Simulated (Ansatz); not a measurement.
# Cu: sliding across a plane

Aim: for Cu, slide the crystal rigidly across a (-1 1 0) plane.

Method: DFT PBEsol, scalar-relativistic, plane waves, PAW, in Ansatz 0.2.0.

## Step 1: The starting structure

Symmetry: I4/mmm, No. 139, tetragonal system. The conventional cell has a = 2.886 Å, b = 2.886 Å, c = 2.752 Å, α = 90.00°, β = 90.00°, γ = 90.00°. Cu (site symmetry 4/mmm) is surrounded by 10 Cu at 2.46 to 2.75 Å.

Structure file:

```cif
data_structure
_symmetry_space_group_name_H-M 'P 1'
_symmetry_Int_Tables_number 1
_cell_length_a 2.4611
_cell_length_b 2.4611
_cell_length_c 12.2425
_cell_angle_alpha 90.000
_cell_angle_beta 90.000
_cell_angle_gamma 67.992
_cell_volume 68.75
loop_
_atom_site_label
_atom_site_type_symbol
_atom_site_fract_x
_atom_site_fract_y
_atom_site_fract_z
_atom_site_occupancy
Cu1 Cu 0.50000 0.50000 0.16667 1
Cu2 Cu 0.00000 0.00000 0.00000 1
Cu3 Cu 0.50000 0.50000 0.50000 1
Cu4 Cu 0.00000 0.00000 0.33333 1
Cu5 Cu 0.50000 0.50000 0.83333 1
Cu6 Cu 0.00000 0.00000 0.66667 1
```

It goes back to an entry of the Materials Project, which need not be the stable form.

The cell is taken as given, not relaxed at this level.

## Step 2: Zero of energy

The cell is repeated 6 times, 6 atoms in all. Reference values: F = -39532.4118 eV; pressure -1.42 GPa; largest force 0.000 eV/Å; gap on the mesh none (metal). It was computed beforehand with the settings of the runs below.

## Step 3: Next: sliding across a plane

The cut lies on the cell's a–b face, a (-1 1 0) plane of area 5.62 Å², between layers 2.04 Å apart (Cu below, Cu above); the cell is 12.2 Å thick. Vector c is tilted by f times 1·a + 1·b (length 4.081 Å) with the atoms' Cartesian places fixed: one unrelaxed fault per cell.

## Step 4: At f = 0.167

input.yaml reads:

```yaml
crystal:
  lattice:
    - [-1.44279332, -1.44279332, -1.37608145]
    - [-1.44279332, -1.44279332, 1.37608145]
    - [-9.1377872129, 8.1757326271, 0.0]
  atoms:
    - { symbol: Cu, position: [0.4861111117, 0.4861111117, 0.0833166667] }
    - { symbol: Cu, position: [-0.152805555, -0.152805555, 0.91665] }
    - { symbol: Cu, position: [0.430544445, 0.430544445, 0.41665] }
    - { symbol: Cu, position: [-0.0416722217, -0.0416722217, 0.2499833333] }
    - { symbol: Cu, position: [0.3749777783, 0.3749777783, 0.7499833333] }
    - { symbol: Cu, position: [-0.0972388883, -0.0972388883, 0.5833166667] }
basis:
  ecutwfc: 420
kpoints:
  mp_grid: { grid: [20, 20, 4] }
hamiltonian:
  xc: pbesol
scf:
  occupations: { method: gaussian, width: 0.15 }
output:
  forces: true
  stress: true
  eigenvalues: true
  write_density: true
  write_potential: true
  elf: true
  volumetric_format: npy
```

Launch:

```sh
$ ansatz run input.yaml --threads 2 --pin off --max-ram 5120MiB --backend cpu --events-out ev --progress --plain --runs-dir out
```

## Step 5: f = 0.333

input.yaml reads:

```yaml
crystal:
  lattice:
    - [-1.44279332, -1.44279332, -1.37608145]
    - [-1.44279332, -1.44279332, 1.37608145]
    - [-9.6185259471, 7.6949938929, 0.0]
  atoms:
    - { symbol: Cu, position: [0.472230555, 0.472230555, 0.0833166667] }
    - { symbol: Cu, position: [-0.305519445, -0.305519445, 0.91665] }
    - { symbol: Cu, position: [0.361130555, 0.361130555, 0.41665] }
    - { symbol: Cu, position: [-0.083319445, -0.083319445, 0.2499833333] }
    - { symbol: Cu, position: [0.250030555, 0.250030555, 0.7499833333] }
    - { symbol: Cu, position: [-0.194419445, -0.194419445, 0.5833166667] }
basis:
  ecutwfc: 420
kpoints:
  mp_grid: { grid: [20, 20, 4] }
hamiltonian:
  xc: pbesol
scf:
  occupations: { method: gaussian, width: 0.15 }
output:
  forces: true
  stress: true
  eigenvalues: true
```

## Step 6: At f = 0.500

input.yaml reads:

```yaml
crystal:
  lattice:
    - [-1.44279332, -1.44279332, -1.37608145]
    - [-1.44279332, -1.44279332, 1.37608145]
    - [-10.09955324, 7.2139666, 0.0]
  atoms:
    - { symbol: Cu, position: [0.4583416667, 0.4583416667, 0.0833166667] }
    - { symbol: Cu, position: [-0.458325, -0.458325, 0.91665] }
    - { symbol: Cu, position: [0.291675, 0.291675, 0.41665] }
    - { symbol: Cu, position: [-0.1249916667, -0.1249916667, 0.2499833333] }
    - { symbol: Cu, position: [0.1250083333, 0.1250083333, 0.7499833333] }
    - { symbol: Cu, position: [-0.2916583333, -0.2916583333, 0.5833166667] }
basis:
  ecutwfc: 420
kpoints:
  mp_grid: { grid: [20, 20, 4] }
hamiltonian:
  xc: pbesol
scf:
  occupations: { method: gaussian, width: 0.15 }
output:
  forces: true
  stress: true
  eigenvalues: true
```

## Step 7: f = 0.083

input.yaml reads:

```yaml
crystal:
  lattice:
    - [-1.44279332, -1.44279332, -1.37608145]
    - [-1.44279332, -1.44279332, 1.37608145]
    - [-8.8971292871, 8.4163905529, 0.0]
  atoms:
    - { symbol: Cu, position: [0.4930597217, 0.4930597217, 0.0833166667] }
    - { symbol: Cu, position: [-0.076356945, -0.076356945, 0.91665] }
    - { symbol: Cu, position: [0.465293055, 0.465293055, 0.41665] }
    - { symbol: Cu, position: [-0.0208236117, -0.0208236117, 0.2499833333] }
    - { symbol: Cu, position: [0.4375263883, 0.4375263883, 0.7499833333] }
    - { symbol: Cu, position: [-0.0485902783, -0.0485902783, 0.5833166667] }
basis:
  ecutwfc: 420
kpoints:
  mp_grid: { grid: [20, 20, 4] }
hamiltonian:
  xc: pbesol
scf:
  occupations: { method: gaussian, width: 0.15 }
output:
  forces: true
  stress: true
  eigenvalues: true
```

## Step 8: f = 0.250

input.yaml reads:

```yaml
crystal:
  lattice:
    - [-1.44279332, -1.44279332, -1.37608145]
    - [-1.44279332, -1.44279332, 1.37608145]
    - [-9.37815658, 7.93536326, 0.0]
  atoms:
    - { symbol: Cu, position: [0.4791708333, 0.4791708333, 0.0833166667] }
    - { symbol: Cu, position: [-0.2291625, -0.2291625, 0.91665] }
    - { symbol: Cu, position: [0.3958375, 0.3958375, 0.41665] }
    - { symbol: Cu, position: [-0.0624958333, -0.0624958333, 0.2499833333] }
    - { symbol: Cu, position: [0.3125041667, 0.3125041667, 0.7499833333] }
    - { symbol: Cu, position: [-0.1458291667, -0.1458291667, 0.5833166667] }
basis:
  ecutwfc: 420
kpoints:
  mp_grid: { grid: [20, 20, 4] }
hamiltonian:
  xc: pbesol
scf:
  occupations: { method: gaussian, width: 0.15 }
output:
  forces: true
  stress: true
  eigenvalues: true
```

## Step 9: f = 0.417

input.yaml reads:

```yaml
crystal:
  lattice:
    - [-1.44279332, -1.44279332, -1.37608145]
    - [-1.44279332, -1.44279332, 1.37608145]
    - [-9.8591838729, 7.4543359671, 0.0]
  atoms:
    - { symbol: Cu, position: [0.465281945, 0.465281945, 0.0833166667] }
    - { symbol: Cu, position: [-0.381968055, -0.381968055, 0.91665] }
    - { symbol: Cu, position: [0.326381945, 0.326381945, 0.41665] }
    - { symbol: Cu, position: [-0.104168055, -0.104168055, 0.2499833333] }
    - { symbol: Cu, position: [0.187481945, 0.187481945, 0.7499833333] }
    - { symbol: Cu, position: [-0.243068055, -0.243068055, 0.5833166667] }
basis:
  ecutwfc: 420
kpoints:
  mp_grid: { grid: [20, 20, 4] }
hamiltonian:
  xc: pbesol
scf:
  occupations: { method: gaussian, width: 0.15 }
output:
  forces: true
  stress: true
  eigenvalues: true
```

(Steps that only read results are left out.)

Before running it: what results should come out? Wanted: largest shear traction sampled.

**Answer**, as computed:

| quantity | value |
| --- | --- |
| highest fault energy sampled | 2215 mJ/m² at f = 0.500 |
| largest shear traction sampled | 24.1 GPa |

In words: Of the points run, the one at f = 0.500 is highest, 2215 mJ/m². The values are for rigid blocks: relaxation normal to the plane would bring them down.
